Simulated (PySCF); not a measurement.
# HfOBr: structure of the doublet

Where does doublet HfOBr go from a linear start, is the end point a minimum, and what are its modes, charges and moments?

Program: PySCF 2.14.0. Level of theory: PBE0, basis Hf def2-TZVP with ECP60, O def2-TZVP, Br def2-TZVP, scalar-relativistic core potentials, no spin–orbit coupling, density fitting. These are calculated values, not measurements.

### 1 The system as given

3 atoms, charge 0, spin multiplicity 2.

Bond lengths: Hf1–O2 1.850 Å, Hf1–Br3 2.660 Å. Angles: O2–Hf1–Br3 180.0°.

```xyz
3
charge 0 multiplicity 2
Hf    0.0000    0.0000    0.0000
O     0.0000    0.0000   -1.8500
Br    0.0000    0.0000    2.6600
```

### 2 First SCF at the start

The steps below are one call of a driver around PySCF. For each, scf.py gives the equivalent set-up of the SCF; relaxations use the driver's own optimiser. After this first run the driver tries any further starts and a stability analysis.

The input, scf.py:

```python
from pyscf import gto, scf, dft
mol = gto.M(atom='''
Hf     0.000000     0.000000     0.000000
O      0.000000     0.000000    -1.850000
Br     0.000000     0.000000     2.660000''',
    basis={'Hf': 'def2-TZVP', 'O': 'def2-TZVP', 'Br': 'def2-TZVP'},
    ecp={'Hf': 'def2-TZVP'},
    charge=0, spin=1)
mf = dft.UKS(mol, xc='PBE0')
mf.grids.atom_grid = (50, 194)
aux = {'Hf': 'def2-universal-JKFIT', 'O': 'def2-universal-JKFIT', 'Br': 'def2-universal-JKFIT'}
mf = mf.density_fit(auxbasis=aux)
mf.conv_tol = 1e-08
mf.diis_space = 10
mf.max_cycle = 60
mf.init_guess = 'minao'
mf.verbose = 4
mf.kernel()
```

Command:

```sh
$ OMP_NUM_THREADS=4 python axn.py task.json out
```

After this run come: Relaxation: linear start, doublet; Frequencies; Leaving the saddle point; Vibrations and properties at this point.

**Question.** What will these runs give? Wanted: minimum; geometry; wavenumbers; dipole moment; highest occupied, lowest empty level; polar-tensor charge of Hf1; zero-point energy; atomisation energy; ⟨S²⟩.

The runs gave:

| quantity | value |
| --- | --- |
| minimum | doublet, Cs |
| geometry | Hf–Br 2.510 Å, Hf–O 1.735 Å; Br–Hf–O 111.4° |
| wavenumbers (cm⁻¹) | 149 (a'), 250 (a'), 966 (a') |
| dipole moment | 4.46 D |
| highest occupied, lowest empty level (either spin) | -5.90, -3.09 eV |
| polar-tensor charge of Hf1 | +1.37 e |
| zero-point energy | 8.2 kJ/mol |
| entropy at 298.15 K | 316.7 J/(mol K) |
| atomisation energy (no zero-point energy) | 1158 kJ/mol |
| ⟨S²⟩ | 0.753 |

**Reading.** From C∞v at the start the molecule goes to a Cs minimum, after a stop at a second-order saddle point 72.3 kJ/mol higher, from which it was pushed off along an imaginary mode. In the infrared the band at 966 cm⁻¹ (a', stretch) leads. Most of the spin sits on Hf1 (Mulliken spin 1.07, against 1 for the whole molecule). Only this shape and spin were tried, so other structures or states may lie lower. One determinant may miss the lowest occupation of an open d or f shell. Spin–orbit coupling, left out here, can matter for elements this heavy.
